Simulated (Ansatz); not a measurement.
# C2H5NOSe: a ladder of functionals and wavefunction methods

The task here is to estimate one member of a computed series from the others.

The runs use Ansatz 0.2.0, Gaussian basis; functionals in def2-TZVPP, the program's frozen cores in correlated methods.

The runs, in order: LDA (SPW92), PBE-D4, revPBE-D4, BLYP-D4, r2SCAN-D4, B97M-V, PBE0-D4, B3LYP-D4, r2SCANh-D4, r2SCAN0-D4, HSE06-D4, BHLYP-D4, CAM-B3LYP-D4, LC-ωPBE, ωB97X-V, ωB97M-V, B2PLYP, PBE-QIDH; CCSD(T)/def2-SVP; CCSD(T)/def2-TZVPP; MP2/def2-QZVPP; extrapolation to the limit; RPA on PBE.

### The relaxed structure

An earlier PBE0-D4 in a triple-zeta def2 set relaxation fixed the geometry.

SMILES `NC(=O)C[SeH]`, 10 atoms, charge 0, spin multiplicity 1.

Atoms are counted from 1 here; the program's logs count them from 0.

Bond lengths: N1–C2 1.347 Å, N1–H6 1.006 Å, N1–H7 1.005 Å, C2–O3 1.213 Å, C2–C4 1.519 Å, C4–Se5 1.953 Å, C4–H8 1.087 Å, C4–H9 1.092 Å, Se5–H10 1.469 Å. Angles: C2–N1–H6 120.6°, C2–N1–H7 118.4°, H6–N1–H7 120.6°, N1–C2–O3 123.9°, N1–C2–C4 116.9°, O3–C2–C4 119.2°, C2–C4–Se5 118.6°, C2–C4–H8 108.0°, C2–C4–H9 107.8°, Se5–C4–H8 109.9°, Se5–C4–H9 104.6°, H8–C4–H9 107.5°, C4–Se5–H10 95.1°.

The first run:

in.yaml reads:

```yaml
crystal:
  periodic: [false, false, false]
  atoms:
    - {symbol: N, position_ang: [1.438683, -0.089232, 0.327334]}
    - {symbol: C, position_ang: [0.227422, -0.568656, 0.669011]}
    - {symbol: O, position_ang: [0.012792, -1.205778, 1.678541]}
    - {symbol: C, position_ang: [-0.907754, -0.331520, -0.312392]}
    - {symbol: Se, position_ang: [-0.749739, 1.141994, -1.584365]}
    - {symbol: H, position_ang: [1.547871, 0.498847, -0.481906]}
    - {symbol: H, position_ang: [2.207607, -0.241318, 0.955887]}
    - {symbol: H, position_ang: [-1.828425, -0.231692, 0.257503]}
    - {symbol: H, position_ang: [-1.002647, -1.224381, -0.934618]}
    - {symbol: H, position_ang: [-0.862610, 2.200535, -0.572095]}
basis:
  gaussian: {orbitals: def2-TZVPP}
hamiltonian: {xc: lda}
output: {orbitals: {seedname: orbitals}}
```

The run is started by

```sh
$ ansatz run in.yaml --threads 4 --pin off --events-out ev --progress --plain --max-ram 10444MiB
```

Among the steps run: LDA; PBE-D4 (GGA); revPBE-D4 (GGA); BLYP-D4 (GGA); r2SCAN-D4 (meta-GGA); B97M-V (meta-GGA); PBE0-D4 (hybrid); B3LYP-D4 (hybrid); r2SCANh-D4 (hybrid); r2SCAN0-D4 (hybrid); HSE06-D4 (hybrid); BHLYP-D4 (hybrid); CAM-B3LYP-D4 (range-separated); LC-ωPBE (range-separated); ωB97X-V (range-separated); ωB97M-V (range-separated); B2PLYP (double hybrid); PBE-QIDH (double hybrid).

One of the session's tables, all rows but one given; the rest of the session is left out.

It belongs to the step «Orbital energies across the functionals». 

| functional | HOMO (eV) | gap (eV) |
| --- | --- | --- |
| LDA (SPW92) | -5.80 | 4.52 |
| PBE-D4 | -5.62 | 4.53 |
| revPBE-D4 | -5.55 | 4.54 |
| BLYP-D4 | -5.50 | 4.47 |
| r2SCAN-D4 | -5.91 | 5.08 |
| B97M-V | ? | ? |
| PBE0-D4 | -6.96 | 6.74 |
| B3LYP-D4 | -6.73 | 6.22 |
| r2SCANh-D4 | -6.41 | 5.91 |
| r2SCAN0-D4 | -7.15 | 7.11 |
| HSE06-D4 | -6.56 | 5.96 |
| BHLYP-D4 | -8.11 | 8.69 |
| CAM-B3LYP-D4 | -8.32 | 9.06 |
| LC-ωPBE | -9.66 | 11.66 |
| ωB97X-V | -9.32 | 11.13 |
| ωB97M-V | -9.20 | 10.75 |

Estimate the missing values for B97M-V.

**Answer.** HOMO (eV): -6.01; gap (eV): 5.13. In the column «HOMO (eV)» it lies between r2SCANh-D4 (-6.41) and r2SCAN-D4 (-5.91).
